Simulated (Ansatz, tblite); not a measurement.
# The cluster Pb₄S₄−: rung by rung

The task here is to estimate one member of a computed series from the others.

Method: as each input shows; program: Ansatz 0.2.0, Gaussian basis.

Levels to be run: GFN1-xTB, GFN2-xTB, PBE-D4/def2-SVP, r2SCAN-D4/def2-SVP, r2SCAN0-D4/def2-SVP, HF/def2-SVP, PBE-D4/def2-SVPD, PBE0-D4/def2-SVPD, MP2/def2-SVPD.

8 further runs of the same task are left out: 3 that didn't finish, 5 set aside as unsound or not needed. Runs told in other sessions of the task aren't counted.

### The structure

The geometry is that of the doublet, from an earlier relaxation (PBE-D4/def2-SVP). At that level it is the lowest of the isomers that a small search found.

8 atoms, charge -1, spin multiplicity 2.

Bond lengths: Pb1–Pb2 3.259 Å, Pb1–S5 2.714 Å, Pb1–S7 2.624 Å, Pb2–S6 2.714 Å, Pb2–S8 2.624 Å, Pb3–S5 2.756 Å, Pb3–S6 2.768 Å, Pb3–S7 2.626 Å, Pb4–S5 2.768 Å, Pb4–S6 2.756 Å, Pb4–S8 2.626 Å. Angles: Pb2–Pb1–S5 92.6°, Pb2–Pb1–S7 87.8°, S5–Pb1–S7 91.1°, Pb1–Pb2–S6 92.6°, Pb1–Pb2–S8 87.8°, S6–Pb2–S8 91.1°, S5–Pb3–S6 87.9°, S5–Pb3–S7 90.2°, S6–Pb3–S7 101.2°, S5–Pb4–S6 87.9°, S5–Pb4–S8 101.2°, S6–Pb4–S8 90.2°, Pb1–S5–Pb3 84.1°, Pb1–S5–Pb4 103.6°, Pb3–S5–Pb4 88.2°, Pb2–S6–Pb3 103.6°, Pb2–S6–Pb4 84.1°, Pb3–S6–Pb4 88.2° and more.

Pb takes a core potential in the def2 sets. No spin-orbit coupling is included. The ion is computed in the gas phase, without counter-ions or solvent.

PBE0-D4/def2-SVP was run before; its log isn't repeated, and its numbers join the tables.

Set-up of the first run:

Tight binding, by tblite at 300 K electronic temperature and without a spin-polarisation term:

```python
tblite.interface.Calculator('GFN1-xTB', numbers, positions, charge=-1, uhf=1).singlepoint()
```

Tight binding, by tblite at 300 K electronic temperature and without a spin-polarisation term:

```python
tblite.interface.Calculator('GFN2-xTB', numbers, positions, charge=-1, uhf=1).singlepoint()
```

start.molden holds the orbitals of an earlier run on this state, given as this run's starting guess.

File in.yaml:

```yaml
crystal:
  periodic: [false, false, false]
  atoms:
    - {symbol: Pb, position_ang: [-1.529222, -1.694459, -0.119200]}
    - {symbol: Pb, position_ang: [-1.478951, 1.305183, 1.154571]}
    - {symbol: Pb, position_ang: [0.794809, 0.108194, -2.304494]}
    - {symbol: Pb, position_ang: [2.027548, 0.257020, 1.333069]}
    - {symbol: S, position_ang: [1.174768, -1.781144, -0.334507]}
    - {symbol: S, position_ang: [0.691716, 2.022672, -0.307913]}
    - {symbol: S, position_ang: [-1.734272, -0.575862, -2.483641]}
    - {symbol: S, position_ang: [0.053614, 0.358385, 3.062115]}
basis:
  gaussian: {orbitals: def2-SVP, initial_orbitals: start.molden}
total_charge: -1
magnetization: {spin_polarized: true, initial_magnetization: 1}
hamiltonian: {xc: pbe, dispersion: d4}
scf: {omitted_lower_state_checks: [starts]}
output: {forces: true, orbitals: {seedname: orbitals}}
```

Started as:

```sh
> ansatz run in.yaml --threads 4 --pin off --events-out ev --progress --plain --max-ram 6963MiB
```

Steps of the session up to this table: PBE-D4/def2-SVP; r2SCAN-D4/def2-SVP; r2SCAN0-D4/def2-SVP; HF/def2-SVP; PBE-D4/def2-SVPD; PBE0-D4/def2-SVPD; MP2/def2-SVPD.

One table of the session follows, with a row left open; its other results are not shown here.

It belongs to the step «Levels side by side». 

| level | HOMO (eV) | LUMO (eV) | gap (eV) |
| --- | --- | --- | --- |
| HF/def2-SVP | ? | ? | ? |
| PBE-D4/def2-SVP | -0.36 | 0.13 | 0.49 |
| PBE-D4/def2-SVPD | -0.67 | -0.17 | 0.50 |
| r2SCAN-D4/def2-SVP | -0.68 | 0.20 | 0.88 |
| PBE0-D4/def2-SVP | -1.21 | 0.64 | 1.85 |
| PBE0-D4/def2-SVPD | -1.45 | 0.40 | 1.86 |
| r2SCAN0-D4/def2-SVP | -1.45 | 0.72 | 2.17 |

**Question.** Estimate the row for HF/def2-SVP.

As computed: HOMO (eV): -3.03; LUMO (eV): 3.40; gap (eV): 6.43. In the column «HOMO (eV)» it is the lowest.
